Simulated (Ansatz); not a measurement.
**C7H12O2: how energies converge with the basis set**

Aim: see how fast density functionals converge with the basis set for C7H12O2.

Program: Ansatz 0.2.0, Gaussian basis. Level of theory: one geometry, several basis sets. These are calculated values, not measurements.

Plan: PBE0-D4/def2-SVP; ωB97M-V/def2-SVP; PBE0-D4/def2-QZVPP; ωB97M-V/def2-QZVPP; the functionals' def2-TZVPP values are taken from earlier runs.

1 further run of the same task is left out (it didn't finish).

## Step 1: Structure used throughout

All runs share one geometry, relaxed beforehand with PBE0-D4 in a triple-zeta def2 set.

SMILES `CC(C)(C)C(=O)/C=C\O`, 21 atoms, charge 0, spin multiplicity 1.

Atoms are counted from 1 here; the program's logs count them from 0.

Bond lengths: C1–C2 1.531 Å, C1–H10 1.093 Å, C1–H11 1.093 Å, C1–H12 1.092 Å, C2–C3 1.531 Å, C2–C4 1.522 Å, C2–C5 1.523 Å, C3–H13 1.093 Å, C3–H14 1.093 Å, C3–H15 1.092 Å, C4–H16 1.091 Å, C4–H17 1.091 Å, C4–H18 1.093 Å, C5–O6 1.240 Å, C5–C7 1.440 Å, C7–C8 1.358 Å, C7–H19 1.079 Å, C8–O9 1.308 Å and more. Angles: C2–C1–H10 109.5°, C2–C1–H11 111.1°, C2–C1–H12 112.1°, H10–C1–H11 108.0°, H10–C1–H12 107.9°, H11–C1–H12 108.1°, C1–C2–C3 109.8°, C1–C2–C4 109.8°, C1–C2–C5 108.8°, C3–C2–C4 109.8°, C3–C2–C5 108.8°, C4–C2–C5 109.9°, C2–C3–H13 109.5°, C2–C3–H14 111.1°, C2–C3–H15 112.1°, H13–C3–H14 108.0°, H13–C3–H15 107.9°, H14–C3–H15 108.1° and more.

## Step 2: PBE0-D4 in def2-SVP

Input file in.yaml:

```yaml
crystal:
  periodic: [false, false, false]
  atoms:
    - {symbol: C, position_ang: [-1.257143, -0.367118, -1.292844]}
    - {symbol: C, position_ang: [-0.433169, -0.685608, -0.041883]}
    - {symbol: C, position_ang: [0.703290, -1.647263, -0.400640]}
    - {symbol: C, position_ang: [-1.326842, -1.316947, 1.015839]}
    - {symbol: C, position_ang: [0.167325, 0.608045, 0.492697]}
    - {symbol: O, position_ang: [-0.105778, 0.993031, 1.638976]}
    - {symbol: C, position_ang: [1.052395, 1.378900, -0.341539]}
    - {symbol: C, position_ang: [1.583036, 2.532329, 0.141173]}
    - {symbol: O, position_ang: [1.342869, 3.004222, 1.336811]}
    - {symbol: H, position_ang: [-1.709170, -1.285660, -1.675999]}
    - {symbol: H, position_ang: [-2.061910, 0.335928, -1.065339]}
    - {symbol: H, position_ang: [-0.645965, 0.062841, -2.088599]}
    - {symbol: H, position_ang: [0.283816, -2.587049, -0.769023]}
    - {symbol: H, position_ang: [1.319205, -1.871997, 0.473335]}
    - {symbol: H, position_ang: [1.353340, -1.242781, -1.178753]}
    - {symbol: H, position_ang: [-2.142154, -0.648342, 1.295630]}
    - {symbol: H, position_ang: [-0.765681, -1.546294, 1.922801]}
    - {symbol: H, position_ang: [-1.755242, -2.244442, 0.628131]}
    - {symbol: H, position_ang: [1.304200, 1.062465, -1.342294]}
    - {symbol: H, position_ang: [2.255656, 3.148222, -0.451547]}
    - {symbol: H, position_ang: [0.713422, 2.328120, 1.749967]}
basis:
  gaussian: {orbitals: def2-SVP}
hamiltonian: {xc: pbe0, dispersion: d4}
output: {orbitals: {seedname: orbitals}}
```

Run with:

```console
ansatz run in.yaml --threads 4 --pin off --events-out ev --progress --plain --max-ram 66560MiB --backend cpu
```

The runs that follow: ωB97M-V in def2-SVP; PBE0-D4 in def2-QZVPP; ωB97M-V in def2-QZVPP.

**Question.** What will the summary of the whole plan be? Wanted: PBE0-D4: double and triple zeta above quadruple; ωB97M-V: double and triple zeta above quadruple.

The runs gave:

| quantity | value |
| --- | --- |
| PBE0-D4: double and triple zeta above quadruple | 13.43, 0.62 eV |
| ωB97M-V: double and triple zeta above quadruple | 13.98, 0.60 eV |

What this shows: For PBE0-D4 the step from double to triple zeta gains 12.80 eV and the next only 0.62 eV. Total energies overstate the basis error of differences, where much of it tends to cancel.
